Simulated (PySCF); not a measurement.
# C₄H₁₁BGeO₂: vibronic structure

What do calculations give for the vibronic structure of C₄H₁₁BGeO₂ (`C[O+]1[BH2-][GeH2][C@@H](C=O)C1`)?

Computed with PySCF 2.14.0 and routines of our own; the level stands in each step. Atoms count from 0.

## (1) The starting structure

19 atoms, charge 0, multiplicity 1; geometry from: GFN2-xTB.

## (2) Vibronic structure: TDDFT HF/def2-SV(P)

What the job is given:

```
{"job": {"kind": "vib", "xc": "HF", "basis": "def2-SV(P)", "tda": false}, "charge": 0, "multiplicity": 1}
C     -1.955612    -1.157954    -0.974446
O     -0.877667    -0.270019    -0.735691
B     -1.324141     1.013842     0.117250
Ge     0.543770     1.854086     0.278642
C      1.426962     0.015972    -0.078737
C      2.278623    -0.200691     1.085688
O      1.961108    -0.805695     2.084082
C      0.256370    -0.935174    -0.146425
H     -1.627084    -1.960982    -1.638644
H     -2.331385    -1.585073    -0.039999
H     -2.750317    -0.588656    -1.452972
H     -2.094270     1.600584    -0.556767
H     -1.751430     0.656043     1.163224
H      1.254581     2.715254    -0.762858
H      1.233790     2.365020     1.530646
H      1.993181     0.065130    -1.005483
H      3.262102     0.304137     1.016385
H      0.012933    -1.262610     0.872119
H      0.478681    -1.813964    -0.763476
```

With the program's defaults for keys left out, this is: TDDFT HF/def2-SV(P) vertical-gradient vibronic structure (displaced harmonic oscillators, Condon), gas phase.

Launch:

```
$ OMP_NUM_THREADS=1 python excited_run.py task.json out
```

This one command runs all jobs of the session in turn.

Output:

```text
final grid: 70872 points
cycle   1  E = -2406.8481614941  dE =  1.181e+00  |g| = 8.571e-01  |ddm| = 4.179e+00
cycle   2  E = -2406.9796665020  dE = -1.315e-01  |g| = 6.169e-01  |ddm| = 1.669e+00
cycle   3  E = -2407.0522709234  dE = -7.260e-02  |g| = 9.966e-02  |ddm| = 8.021e-01
cycle   4  E = -2407.0560353200  dE = -3.764e-03  |g| = 3.270e-02  |ddm| = 1.658e-01
cycle   5  E = -2407.0564543918  dE = -4.191e-04  |g| = 9.295e-03  |ddm| = 6.970e-02
cycle   6  E = -2407.0565307782  dE = -7.639e-05  |g| = 4.355e-03  |ddm| = 3.860e-02
cycle   7  E = -2407.0565431685  dE = -1.239e-05  |g| = 1.587e-03  |ddm| = 1.680e-02
cycle   8  E = -2407.0565444866  dE = -1.318e-06  |g| = 4.902e-04  |ddm| = 4.915e-03
cycle   9  E = -2407.0565446277  dE = -1.410e-07  |g| = 1.376e-04  |ddm| = 1.359e-03
cycle  10  E = -2407.0565446392  dE = -1.149e-08  |g| = 5.009e-05  |ddm| = 3.197e-04
cycle  11  E = -2407.0565446407  dE = -1.576e-09  |g| = 1.849e-05  |ddm| = 1.270e-04
cycle  12  E = -2407.0565446410  dE = -2.433e-10  |g| = 8.284e-06  |ddm| = 4.884e-05
converged SCF energy = -2407.0565446410

Singlet excitations (eV, f): 5.313 (0.0021)  7.502 (0.2225)  8.270 (0.1902)  8.660 (0.1668)  9.103 (0.0674)  9.229 (0.1734)

State S1  5.3126 eV  f = 0.00209  H-1->L 0.16, H-1->L+2 0.15, H-2->L 0.15
  relaxed dipole 4.379 D, largest gradient of the excitation energy 0.0979 Eh/bohr
  mode    cm-1        S   lambda/meV  Raman
   40   1723.4    0.9245     197.5   1.000
   24    999.5    0.5278      65.4   0.192
    6    249.3    1.9487      60.2   0.044
    1     53.1    4.9019      32.3   0.005
    3    106.5    1.4476      19.1   0.006
    5    228.6    0.5670      16.1   0.011
    7    272.6    0.4709      15.9   0.013
    2     98.9    1.0396      12.7   0.004
   28   1124.0    0.0846      11.8   0.039
   19    889.7    0.1045      11.5   0.030
   14    574.8    0.1019       7.3   0.012
   12    515.6    0.1052       6.7   0.010
  reorganisation energy 0.4967 eV, total S 12.752, 0-0 4.8159 eV
  absorption maximum 5.234 eV, width 0.610 eV

State S2  7.5024 eV  f = 0.22252  H->L 0.82
  relaxed dipole 6.087 D, largest gradient of the excitation energy 0.0723 Eh/bohr
  mode    cm-1        S   lambda/meV  Raman
    7    272.6    7.7716     262.6   0.579
    1     53.1   28.2843     186.2   0.080
    5    228.6    3.9252     111.2   0.206
   24    999.5    0.8595     106.5   0.861
   31   1202.3    0.6898     102.8   1.000
   25   1024.6    0.6890      87.5   0.725
    3    106.5    6.4638      85.4   0.074
   12    515.6    1.3093      83.7   0.349
    2     98.9    5.5344      67.8   0.054
   10    335.9    1.2502      52.1   0.141
   19    889.7    0.4634      51.1   0.368
    6    249.3    0.8580      26.5   0.053
  reorganisation energy 1.3948 eV, total S 60.235, 0-0 6.1076 eV

State S3  8.2698 eV  f = 0.19019  H->L+2 0.43, H->L+1 0.21, H-2->L 0.11
  relaxed dipole 5.894 D, largest gradient of the excitation energy 0.0712 Eh/bohr
  mode    cm-1        S   lambda/meV  Raman
   14    574.8    2.1135     150.6   0.393
    6    249.3    4.4964     139.0   0.157
   40   1723.4    0.5976     127.7   1.000
   13    531.8    1.5318     101.0   0.244
    1     53.1   10.4024      68.5   0.017
   26   1043.0    0.5275      68.2   0.323
   18    748.7    0.5054      46.9   0.160
    7    272.6    0.9424      31.8   0.039
   12    515.6    0.4740      30.3   0.071
    5    228.6    0.7795      22.1   0.023
   15    591.7    0.2664      19.5   0.053
   25   1024.6    0.1443      18.3   0.085
  reorganisation energy 0.9600 eV, total S 24.389, 0-0 7.3097 eV

State T1  4.7693 eV  f = 0.00000  H-1->L 0.17, H-1->L+2 0.16, H-2->L 0.12
  relaxed dipole 4.371 D, largest gradient of the excitation energy 0.0949 Eh/bohr
  mode    cm-1        S   lambda/meV  Raman
   40   1723.4    0.8997     192.2   1.000
   24    999.5    0.5913      73.3   0.221
    6    249.3    2.0493      63.4   0.048
    1     53.1    6.3949      42.1   0.007
    3    106.5    1.6283      21.5   0.007
    5    228.6    0.6916      19.6   0.014
    2     98.9    1.2518      15.3   0.005
    7    272.6    0.4395      14.9   0.012
   28   1124.0    0.1011      14.1   0.048
   19    889.7    0.1168      12.9   0.035
   12    515.6    0.1284       8.2   0.013
   14    574.8    0.1055       7.5   0.013
  reorganisation energy 0.5301 eV, total S 14.973, 0-0 4.2392 eV
```

It took 59 s on 1 thread of Arm Neoverse N1, shared host; peak memory 0.81 GiB.

Orbitals, density, ELF and potential are computed afterwards from the orbital file.

Frontier orbitals at HF/def2-SV(P), with the share of their density that lies nearest to each atom:

| orbital | energy (eV) | lies on |
| --- | --- | --- |
| HOMO | -9.80 | Ge3 25 %; B2 21 %; C4 19 % |
| LUMO | 3.62 | Ge3 23 %; C5 14 %; H13, H14 about 11 % each |

ELF in a plane through or near 8 of the atoms.

Values, 10 rows by 14 columns:
```
0.00 0.00 0.00 0.00 0.00 0.00 0.00 0.00 0.00 0.00 0.00 0.00 0.00 0.00
0.00 0.00 0.00 0.00 0.01 0.02 0.01 0.01 0.04 0.10 0.00 0.00 0.00 0.00
0.00 0.00 0.00 0.03 0.14 0.31 0.34 0.18 0.97 1.00 0.37 0.00 0.00 0.00
0.00 0.00 0.00 0.10 0.33 0.55 0.25 0.76 0.86 0.96 0.01 0.01 0.00 0.00
0.00 0.00 0.00 0.01 0.16 0.25 0.28 0.15 0.84 0.11 0.99 1.00 0.04 0.00
0.00 0.00 0.88 0.97 0.31 0.24 0.76 0.48 0.50 0.52 0.52 0.52 0.01 0.00
0.00 0.00 0.96 0.99 0.48 0.74 0.67 0.62 0.35 0.71 0.97 0.26 0.00 0.00
0.00 0.00 0.01 0.07 0.10 0.04 0.05 0.99 0.86 0.03 0.54 0.02 0.00 0.00
0.00 0.00 0.00 0.00 0.00 0.00 0.00 0.04 0.01 0.00 0.00 0.00 0.00 0.00
0.00 0.00 0.00 0.00 0.00 0.00 0.00 0.00 0.00 0.00 0.00 0.00 0.00 0.00
```
The map spans 11.8 Å across and 9.7 Å up, centred on the molecule. Atoms in the plane (x, y in Å): C0 (2.4, -0.4), O1 (1.1, 0.1), Ge3 (-1.2, 1.5), C4 (-1.2, -0.5), C7 (0.1, -1.0), H10 (3.1, 0.4), H16 (-3.3, -0.9), H18 (0.4, -1.9).

On the surface of density 0.002 e/bohr³ the electrostatic potential runs, from the 1st to the 99th percentile, from -2.05 V near O6 to 1.59 V near H8.

## (3) Vibronic structure: TDDFT BHandHLYP/def2-SV(P)

Settings changed since step 2:

```diff
@@ -1,2 +1,2 @@
-{"job": {"kind": "vib", "xc": "HF", "basis": "def2-SV(P)", "tda": false}, "charge": 0, "multiplicity": 1}
+{"job": {"kind": "vib", "xc": "BHandHLYP", "basis": "def2-SV(P)", "tda": false, "temperature": 77}, "charge": 0, "multiplicity": 1}
 C     -1.955612    -1.157954    -0.974446
```

With the program's defaults for keys left out, this is: TDDFT BHandHLYP/def2-SV(P) vertical-gradient vibronic structure (displaced harmonic oscillators, Condon), gas phase.

Output:

```text
final grid: 70872 points
cycle   1  E = -2410.4007005288  dE =  7.120e-01  |g| = 8.322e-01  |ddm| = 4.272e+00
cycle   2  E = -2410.2606340906  dE =  1.401e-01  |g| = 1.230e+00  |ddm| = 2.844e+00
cycle   3  E = -2410.5498733644  dE = -2.892e-01  |g| = 1.138e-01  |ddm| = 2.005e+00
cycle   4  E = -2410.5522498019  dE = -2.376e-03  |g| = 5.822e-02  |ddm| = 1.485e-01
cycle   5  E = -2410.5528992704  dE = -6.495e-04  |g| = 9.338e-03  |ddm| = 6.360e-02
cycle   6  E = -2410.5529201953  dE = -2.092e-05  |g| = 4.835e-03  |ddm| = 1.698e-02
cycle   7  E = -2410.5529258723  dE = -5.677e-06  |g| = 1.358e-03  |ddm| = 9.122e-03
cycle   8  E = -2410.5529264619  dE = -5.895e-07  |g| = 4.909e-04  |ddm| = 4.215e-03
cycle   9  E = -2410.5529265212  dE = -5.928e-08  |g| = 1.216e-04  |ddm| = 1.017e-03
cycle  10  E = -2410.5529265252  dE = -4.055e-09  |g| = 3.018e-05  |ddm| = 2.935e-04
cycle  11  E = -2410.5529265254  dE = -2.365e-10  |g| = 8.515e-06  |ddm| = 4.871e-05
converged SCF energy = -2410.5529265254

Singlet excitations (eV, f): 4.872 (0.0024)  6.791 (0.2134)  7.485 (0.1255)  7.844 (0.1315)  7.936 (0.0360)  8.063 (0.0644)

State S1  4.8716 eV  f = 0.00244  H-1->L 0.59, H->L 0.16
  relaxed dipole 4.361 D, largest gradient of the excitation energy 0.1038 Eh/bohr
  mode    cm-1        S   lambda/meV  Raman
   40   1723.4    1.1812     252.4   1.000
    6    249.3    2.0679      63.9   0.037
   24    999.5    0.2698      33.4   0.077
    1     53.1    4.7958      31.6   0.004
    5    228.6    0.9538      27.0   0.014
    7    272.6    0.5579      18.9   0.012
   19    889.7    0.1185      13.1   0.027
    3    106.5    0.7684      10.1   0.002
   28   1124.0    0.0347       4.8   0.012
   45   2748.2    0.0117       4.0   0.025
   12    515.6    0.0570       3.6   0.004
   14    574.8    0.0460       3.3   0.004
  reorganisation energy 0.4926 eV, total S 11.403, 0-0 4.3790 eV
  absorption maximum 4.749 eV, width 0.610 eV

State S2  6.7905 eV  f = 0.21339  H->L 0.72, H-1->L 0.18
  relaxed dipole 6.140 D, largest gradient of the excitation energy 0.0568 Eh/bohr
  mode    cm-1        S   lambda/meV  Raman
    7    272.6    5.4303     183.5   0.542
    5    228.6    4.4687     126.6   0.313
   19    889.7    0.6613      72.9   0.703
   31   1202.3    0.4725      70.4   0.917
   25   1024.6    0.5540      70.4   0.781
    1     53.1   10.3878      68.4   0.039
   40   1723.4    0.2508      53.6   1.000
    2     98.9    4.3195      52.9   0.057
   24    999.5    0.3881      48.1   0.520
   12    515.6    0.5641      36.1   0.201
    3    106.5    2.7276      36.0   0.042
   10    335.9    0.6470      26.9   0.098
  reorganisation energy 0.9903 eV, total S 32.811, 0-0 5.8002 eV

State S4  7.8436 eV  f = 0.13148  H-2->L 0.45, H->L+3 0.22, H->L+1 0.14
  relaxed dipole 4.685 D, largest gradient of the excitation energy 0.0319 Eh/bohr
  mode    cm-1        S   lambda/meV  Raman
   14    574.8    3.1534     224.7   1.000
    7    272.6    3.7301     126.1   0.266
    2     98.9    7.2827      89.3   0.068
   16    637.6    1.0834      85.6   0.423
    5    228.6    2.1428      60.7   0.107
    1     53.1    4.6357      30.5   0.013
   15    591.7    0.3585      26.3   0.120
   40   1723.4    0.1048      22.4   0.299
   10    335.9    0.3592      15.0   0.039
   41   1835.3    0.0651      14.8   0.210
    6    249.3    0.4143      12.8   0.025
   33   1302.4    0.0755      12.2   0.123
  reorganisation energy 0.7907 eV, total S 24.294, 0-0 7.0529 eV

State T1  4.3028 eV  f = 0.00000  H-1->L 0.55, H->L 0.20
  relaxed dipole 4.341 D, largest gradient of the excitation energy 0.1033 Eh/bohr
  mode    cm-1        S   lambda/meV  Raman
   40   1723.4    1.2012     256.7   1.000
    6    249.3    2.0678      63.9   0.036
    1     53.1    6.4805      42.7   0.005
   24    999.5    0.3370      41.8   0.094
    5    228.6    0.9728      27.6   0.014
    7    272.6    0.4718      15.9   0.010
    3    106.5    1.1020      14.6   0.004
   19    889.7    0.1179      13.0   0.026
   45   2748.2    0.0233       7.9   0.049
   28   1124.0    0.0520       7.2   0.018
    2     98.9    0.4805       5.9   0.001
   12    515.6    0.0776       5.0   0.006
  reorganisation energy 0.5348 eV, total S 13.868, 0-0 3.7680 eV
```

Run time: 91 s. Hardware: 1 thread of Arm Neoverse N1, shared host; peak memory 0.94 GiB.

## (4) Summary of results

| quantity | value |
| --- | --- |
| S1: vertical, reorganisation, 0-0, total S (step 2, TDDFT HF/def2-SV(P), modes from GFN2-xTB) | 5.31, 0.50, 4.82 eV; 12.8 |
| S2: vertical, reorganisation, 0-0, total S (step 2, TDDFT HF/def2-SV(P), modes from GFN2-xTB) | 7.50, 1.39, 6.11 eV; 60.2 |
| S3: vertical, reorganisation, 0-0, total S (step 2, TDDFT HF/def2-SV(P), modes from GFN2-xTB) | 8.27, 0.96, 7.31 eV; 24.4 |
| surface potential, 1st and 99th percentile | -2.05 V and 1.59 V |
| S1: vertical, reorganisation, 0-0, total S (step 3, TDDFT BHandHLYP/def2-SV(P), modes from GFN2-xTB) | 4.87, 0.49, 4.38 eV; 11.4 |
| S2: vertical, reorganisation, 0-0, total S (step 3, TDDFT BHandHLYP/def2-SV(P), modes from GFN2-xTB) | 6.79, 0.99, 5.80 eV; 32.8 |
| S4: vertical, reorganisation, 0-0, total S (step 3, TDDFT BHandHLYP/def2-SV(P), modes from GFN2-xTB) | 7.84, 0.79, 7.05 eV; 24.3 |

Steps that list no spin-orbit terms leave them out, which matters at and beside the heavy atoms. In steps 2, 3 the harmonic model is doubtful. Where the total S runs above about 15, the geometry moves far on excitation and the harmonic model is stretched, so its 0-0 value is in doubt. The vibronic model keeps the ground-state modes (from xTB) and shifts them along the gradient alone, so it can miss much of the relaxation that a full optimisation finds.
